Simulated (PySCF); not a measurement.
# C3H8Ge2: magnetic properties

Programs: PySCF 2.14.0, with routines of our own; each step states its level. All values are computed. Atoms count from 0.

### 1 The system as given

13 atoms, charge 0, multiplicity 1; geometry from: GFN2-xTB.

### 2 Optimising the geometry at PBE0-D3(BJ)/def2-SVP

The job: settings as JSON, then the geometry in Å.

```
{"job": {"xc": "PBE0", "basis": "def2-SVP", "d3": "d3bj", "grid": 1, "kind": "geom"}, "charge": 0, "multiplicity": 1}
Ge    -2.363527    -0.084271     0.449423
Ge    -0.554980    -0.603818    -1.008433
C      1.092885     0.138893    -0.383754
C      2.110678     0.953514    -0.441273
C      2.063179     0.110859     0.784176
H     -2.050284     1.034889     1.396249
H     -3.608120     0.345390    -0.266981
H     -2.781711    -1.232495     1.317967
H     -0.330965    -2.091062    -1.120182
H     -0.767570    -0.115597    -2.419376
H      2.661515     1.710102    -0.945006
H      2.745371    -0.726086     0.888785
H      1.779142     0.560169     1.730677
```

The run is started by

```bash
$ OMP_NUM_THREADS=1 python excited_run.py task.json out
```

One launch serves the whole session: the jobs run in the order shown.

**Question.** How long does this first job take on 1 thread of Arm Neoverse V2, shared host, and how much memory does it need?

About 2 min, with a peak of 0.73 GiB.
